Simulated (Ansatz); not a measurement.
Crystal: YbCu4Ni.

```
Yb Cu Ni
1.0
     0.00000    3.44727    3.44727
     3.44727    0.00000    3.44727
     3.44727    3.44727    0.00000
Yb Cu Ni
1 4 1
Direct
  0.00000 0.00000 0.00000
  0.12708 0.62431 0.62431
  0.62431 0.62431 0.62431
  0.62431 0.62431 0.12708
  0.62431 0.12708 0.62431
  0.25000 0.25000 0.25000
```

The cell is a database's computed one.

| Property | Result |
| --- | --- |
| Program | Ansatz 0.2.0 |
| Task | single point |
| Functional | PBEsol |
| Potentials or basis | Ansatz PAW |
| Cutoff | 420 eV (not typed: the program's choice for these potentials) |
| k mesh | 7 × 7 × 7 |
| Occupations | fermi-dirac, width 0.05 eV |
| Spin | collinear spin, ferromagnetic start |
| Starting moments | [1.0, 0.6, 0.6, 0.6, 0.6, 1.0] μB |

On this cell: pressure -1.8 GPa; largest force 0.107 eV/Å; net moment 0.00 μB per cell; band gap on the k mesh none (metal or under the smearing width).

The same run follows on a disturbed copy (atoms moved at random, drawn with an rms of 0.05 Å):

```
CELL_PARAMETERS angstrom
0.00000 3.44727 3.44727
3.44727 0.00000 3.44727
3.44727 3.44727 0.00000
ATOMIC_POSITIONS crystal
Yb 0.99303 0.00590 0.99814
Cu 0.12123 0.61820 0.64340
Cu 0.62333 0.62442 0.63104
Cu 0.61510 0.63466 0.13311
Cu 0.62157 0.11924 0.63458
Ni 0.24775 0.25020 0.24449
```

Task: What changes?

Result: The energy (extrapolated to zero smearing) moves by +6.0 meV/atom; pressure -1.6 GPa; largest force 0.630 eV/Å; net moment 0.00 μB per cell; band gap on the k mesh none (metal or under the smearing width).

Forces on the atoms (eV/Å):
```
Yb   0.133  0.314 -0.084
Cu  -0.290 -0.005  0.302
Cu  -0.183 -0.191 -0.210
Cu   0.097  0.284 -0.440
Cu   0.210 -0.406  0.434
Ni   0.033  0.004 -0.004
```

Stress tensor (GPa, compression positive):
```
-1.90 -0.05  0.49
-0.05 -1.71  0.35
 0.49  0.35 -1.15
```

Caveats: spin-orbit coupling is left out, which moves the levels of the heavy elements; without U or exact exchange the open f shell lies at the Fermi level, which spoils levels, moments and volumes; the PAW data sets come from PBE, with cores solved anew for the run's functional, which leaves a small shift of forces and pressure; the starting moments weren't kept.
